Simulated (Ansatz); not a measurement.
# C2H5FO2Si: the cost of one run

Program: Ansatz 0.2.0. Level of theory: RKS PBE-D4/STO-3G. These are calculated values, not measurements.

## 1. Starting point

Bond lengths: O1–C2 1.221 Å, C2–O3 1.358 Å, O3–C4 1.355 Å, C4–F5 1.368 Å, C4–Si6 1.880 Å, C2–H7 1.125 Å, C4–H8 1.121 Å, Si6–H9 1.501 Å, Si6–H10 1.495 Å, Si6–H11 1.509 Å. Angles (14 of 16 angles, heavy atoms first): O1–C2–O3 128.1°, C2–O3–C4 116.8°, O3–C4–F5 107.4°, O3–C4–Si6 122.5°, F5–C4–Si6 106.7°, O1–C2–H7 122.4°, O3–C2–H7 109.5°, O3–C4–H8 108.4°, F5–C4–H8 101.6°, Si6–C4–H8 108.1°, C4–Si6–H9 115.3°, C4–Si6–H10 110.8°, C4–Si6–H11 111.9°, H9–Si6–H10 106.7°.

As a file:

```xyz
11

O     0.2662   -2.0545   -0.9765
C     1.0111   -1.1413   -1.2949
O     0.8362    0.1903   -1.0945
C    -0.2992    0.5682   -0.4585
F    -0.5623    1.8601   -0.8223
Si   -0.4863    0.4832    1.4104
H     2.0074   -1.3203   -1.7860
H    -1.1627    0.0227   -0.9208
H    -1.8186    0.9246    1.9437
H     0.5467    1.3261    2.0861
H    -0.2730   -0.9160    1.9339
```

## 2. Preparing the start

Input file input.yaml:

```yaml
crystal:
  periodic: [false, false, false]
  atoms:
    - { symbol: O, position_ang: [0.2662, -2.0545, -0.9765] }
    - { symbol: C, position_ang: [1.0111, -1.1413, -1.2949] }
    - { symbol: O, position_ang: [0.8362, 0.1903, -1.0945] }
    - { symbol: C, position_ang: [-0.2992, 0.5682, -0.4585] }
    - { symbol: F, position_ang: [-0.5623, 1.8601, -0.8223] }
    - { symbol: Si, position_ang: [-0.4863, 0.4832, 1.4104] }
    - { symbol: H, position_ang: [2.0074, -1.3203, -1.786] }
    - { symbol: H, position_ang: [-1.1627, 0.0227, -0.9208] }
    - { symbol: H, position_ang: [-1.8186, 0.9246, 1.9437] }
    - { symbol: H, position_ang: [0.5467, 1.3261, 2.0861] }
    - { symbol: H, position_ang: [-0.273, -0.916, 1.9339] }
basis:
  gaussian: { orbitals: STO-3G }
hamiltonian:
  xc: pbe
  dispersion: d4
relax:
  f_tol: 0.02
  max_steps: 40
scf:
  lower_state_search: "off"
```

The run is started by

```
> ansatz run input.yaml --threads 1 --pin off --max-ram 2048MiB --backend cpu --events-out ev --progress --plain --runs-dir out
```

Q: Estimate wall time and peak memory on 1 thread of Intel Xeon Platinum 8175M at 2.50GHz (Skylake/Cascade Lake), shared host.

About 73 s, with a peak of 0.16 GiB.
